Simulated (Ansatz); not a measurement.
# H6InNOSi: up Jacob's ladder to CCSD(T)

An exercise on one series of results from a longer session: the logs are not shown, and one member is left open.

Method: functionals in def2-TZVPP, the program's frozen cores in correlated methods; program: Ansatz 0.2.0, Gaussian basis.

The runs, in order: PBE-D4, r2SCAN-D4, PBE0-D4, B3LYP-D4, ωB97X-V, ωB97M-V, B2PLYP; CCSD(T)/def2-TZVPP; MP2/def2-QZVPP; extrapolation to the limit.

**Structure used throughout**

An earlier PBE0-D4 in a triple-zeta def2 set relaxation fixed the geometry. In takes the def2 core potential; no spin-orbit term is included.

10 atoms, charge 0, spin multiplicity 1.

Atoms are counted from 1 here; the program's logs count them from 0.

Bond lengths: N1–Si2 1.832 Å, N1–In3 2.417 Å, N1–H5 1.012 Å, N1–H6 1.016 Å, Si2–O4 1.967 Å, Si2–H7 1.493 Å, Si2–H8 1.528 Å, Si2–H9 1.499 Å, In3–O4 2.208 Å, O4–H10 0.959 Å. Angles: Si2–N1–In3 97.2°, Si2–N1–H5 112.4°, Si2–N1–H6 110.8°, In3–N1–H5 128.3°, In3–N1–H6 99.6°, H5–N1–H6 107.3°, N1–Si2–O4 78.0°, N1–Si2–H7 125.1°, N1–Si2–H8 93.1°, N1–Si2–H9 114.5°, O4–Si2–H7 87.1°, O4–Si2–H8 171.1°, O4–Si2–H9 88.0°, H7–Si2–H8 97.3°, H7–Si2–H9 117.4°, H8–Si2–H9 96.7°, N1–In3–O4 62.1°, Si2–O4–In3 100.4° and more.

Geometry (Å):

```
N    -1.21413    0.20221    0.07205
Si    0.32753   -0.76972   -0.11089
In   -0.26751    2.04187    1.32196
O     0.99411    1.07783   -0.21198
H    -2.00926   -0.37664    0.31226
H    -1.44106    0.68344   -0.79330
H     1.03873   -1.01659   -1.40015
H    -0.40739   -2.10744   -0.03544
H     1.11535   -0.93024    1.15401
H     1.94673    1.14408   -0.30553
```

Set-up of the first run:

in.yaml reads:

```yaml
crystal:
  periodic: [false, false, false]
  atoms:
    - {symbol: N, position_ang: [-1.214133, 0.202213, 0.072049]}
    - {symbol: Si, position_ang: [0.327533, -0.769724, -0.110891]}
    - {symbol: In, position_ang: [-0.267510, 2.041871, 1.321962]}
    - {symbol: O, position_ang: [0.994111, 1.077826, -0.211980]}
    - {symbol: H, position_ang: [-2.009261, -0.376638, 0.312255]}
    - {symbol: H, position_ang: [-1.441058, 0.683441, -0.793296]}
    - {symbol: H, position_ang: [1.038732, -1.016590, -1.400147]}
    - {symbol: H, position_ang: [-0.407391, -2.107441, -0.035436]}
    - {symbol: H, position_ang: [1.115352, -0.930236, 1.154013]}
    - {symbol: H, position_ang: [1.946725, 1.144079, -0.305529]}
basis:
  gaussian: {orbitals: def2-TZVPP}
hamiltonian: {xc: pbe, dispersion: d4}
output: {forces: true, orbitals: {seedname: orbitals}}
```

On the command line:

```
$ ansatz run in.yaml --threads 4 --pin off --events-out ev --progress --plain --max-ram 10444MiB
```

Among the steps run: PBE-D4 (GGA); r2SCAN-D4 (meta-GGA); PBE0-D4 (hybrid); B3LYP-D4 (hybrid); ωB97X-V (range-separated); ωB97M-V (range-separated); B2PLYP (double hybrid); CCSD(T) in def2-TZVPP; MP2 in def2-QZVPP.

One of the session's tables, all rows but one given; the rest of the session is left out.

```
            method  atomisation energy (eV)
            PBE-D4                   32.075
         r2SCAN-D4                        ?
           PBE0-D4                   31.415
          B3LYP-D4                   31.873
           ωB97X-V                   32.030
           ωB97M-V                   32.009
            B2PLYP                   31.441
     HF/def2-TZVPP                   21.785
    MP2/def2-TZVPP                   31.326
   CCSD/def2-TZVPP                   30.574
CCSD(T)/def2-TZVPP                   31.070
           MP2/CBS                   32.424
       CCSD(T)/CBS                   32.169
```

Q: Estimate the row for r2SCAN-D4 from the others.

**Answer.** atomisation energy (eV): 31.774. In the column «atomisation energy (eV)» it lies between B2PLYP (31.441) and B3LYP-D4 (31.873).
